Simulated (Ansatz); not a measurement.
# GeH₅ radical (built from SMILES [GeH3].[H][H]): single points off equilibrium

Aim: energy, forces and dipole at a displaced guess of a reacting structure, from CCSD(T) and from density functionals.

Program: Ansatz 0.2.0, Gaussian basis. Level of theory: single points in def2-TZVPP. These are calculated values, not measurements.

Cores are frozen in the correlated methods. Filled d shells of the heavier atoms are correlated. Orbitals are unrestricted. B3LYP uses VWN-RPA correlation.

## 1. Where the work starts

6 atoms, charge 0, spin multiplicity 2.

Atoms are counted from 1 here; the program's logs count them from 0.

Bond lengths: H1–H2 0.759 Å, Ge3–H4 1.372 Å, Ge3–H5 1.578 Å. Angles: H4–Ge3–H5 102.1°.

Coordinates:

```xyz
6

H    -1.09220   -0.38400    1.14850
H    -1.46450   -0.77630    1.68110
Ge    0.23720    0.38340   -0.39160
H     1.11060    1.19140    0.29090
H     0.47190    0.83040   -1.88670
H     0.92990   -1.25230   -0.88410
```

## 2. CCSD(T)/def2-TZVPP

run/in.yaml

```yaml
crystal:
  periodic: [false, false, false]
  atoms:
    - {symbol: H, position_ang: [-1.092200, -0.384000, 1.148500]}
    - {symbol: H, position_ang: [-1.464500, -0.776300, 1.681100]}
    - {symbol: Ge, position_ang: [0.237200, 0.383400, -0.391600]}
    - {symbol: H, position_ang: [1.110600, 1.191400, 0.290900]}
    - {symbol: H, position_ang: [0.471900, 0.830400, -1.886700]}
    - {symbol: H, position_ang: [0.929900, -1.252300, -0.884100]}
basis:
  gaussian: {orbitals: def2-TZVPP}
magnetization: {spin_polarized: true, initial_magnetization: 1}
correlation: {method: ccsd_t}
scf: {omitted_lower_state_checks: [cluster_reference]}
output: {forces: true}
```

The command line of these runs was not kept.

## 3. PBE0-D4/def2-TZVPP

run/in.yaml, as its differences from that of step 2:

```diff
@@ -12,4 +12,3 @@
 magnetization: {spin_polarized: true, initial_magnetization: 1}
-correlation: {method: ccsd_t}
-scf: {omitted_lower_state_checks: [cluster_reference]}
-output: {forces: true}
+hamiltonian: {xc: pbe0, dispersion: d4}
+output: {forces: true, orbitals: {seedname: orbitals}}
```

## 4. wB97M-V/def2-TZVPP

run/in.yaml, as its differences from that of step 3:

```diff
@@ -12,3 +12,3 @@
 magnetization: {spin_polarized: true, initial_magnetization: 1}
-hamiltonian: {xc: pbe0, dispersion: d4}
-output: {forces: true, orbitals: {seedname: orbitals}}
+hamiltonian: {xc: {name: wB97M-V}}
+output: {forces: true}
```

## 5. r2SCAN-D4/def2-TZVPP

run/in.yaml, as its differences from that of step 4:

```diff
@@ -12,3 +12,3 @@
 magnetization: {spin_polarized: true, initial_magnetization: 1}
-hamiltonian: {xc: {name: wB97M-V}}
+hamiltonian: {xc: r2scan, dispersion: d4}
 output: {forces: true}
```

## 6. PBE-D4/def2-TZVPP

run/in.yaml, as its differences from that of step 5:

```diff
@@ -12,3 +12,3 @@
 magnetization: {spin_polarized: true, initial_magnetization: 1}
-hamiltonian: {xc: r2scan, dispersion: d4}
+hamiltonian: {xc: pbe, dispersion: d4}
 output: {forces: true}
```

## 7. B3LYP-D4/def2-TZVPP

run/in.yaml, as its differences from that of step 6:

```diff
@@ -12,3 +12,3 @@
 magnetization: {spin_polarized: true, initial_magnetization: 1}
-hamiltonian: {xc: pbe, dispersion: d4}
+hamiltonian: {xc: {name: B3LYP}, dispersion: d4}
 output: {forces: true}
```

## 8. HSE06-D4/def2-TZVPP

run/in.yaml, as its differences from that of step 7:

```diff
@@ -12,3 +12,3 @@
 magnetization: {spin_polarized: true, initial_magnetization: 1}
-hamiltonian: {xc: {name: B3LYP}, dispersion: d4}
+hamiltonian: {xc: hse06, dispersion: d4}
 output: {forces: true}
```

(Steps that only read results are left out.)

Q: Predict the outcome of this session. Wanted: energy less free atoms, CCSD(T)/def2-TZVPP; RMS force component; RMS force error; HOMO and LUMO, PBE0-D4; T1 diagnostic.

As calculated:

| quantity | value |
| --- | --- |
| energy less free atoms, CCSD(T)/def2-TZVPP | -282.4 kcal/mol |
| RMS force component | 1.842 to 1.909 eV/Å over the methods |
| RMS force error | PBE0-D4 0.146, wB97M-V 0.045, r2SCAN-D4 0.134, PBE-D4 0.298, B3LYP-D4 0.144, HSE06-D4 0.150 eV/Å |
| HOMO and LUMO, PBE0-D4 | -6.78 and -3.45 eV |
| T1 diagnostic | 0.014 |

**Reading.** Against CCSD(T) the functionals' energies less atoms differ by -5.6 to +4.5 kcal/mol, PBE-D4 by +2.2 kcal/mol. The reference is not at the basis limit: in triple zeta CCSD(T) underbinds, which counts against methods that bind more; the gaps are no ranking. The forces of wB97M-V come nearest to CCSD(T), those of PBE-D4 are farthest. Frozen-core CCSD(T) forces in triple zeta carry basis errors of their own, and this is one geometry, so small gaps rank nothing.
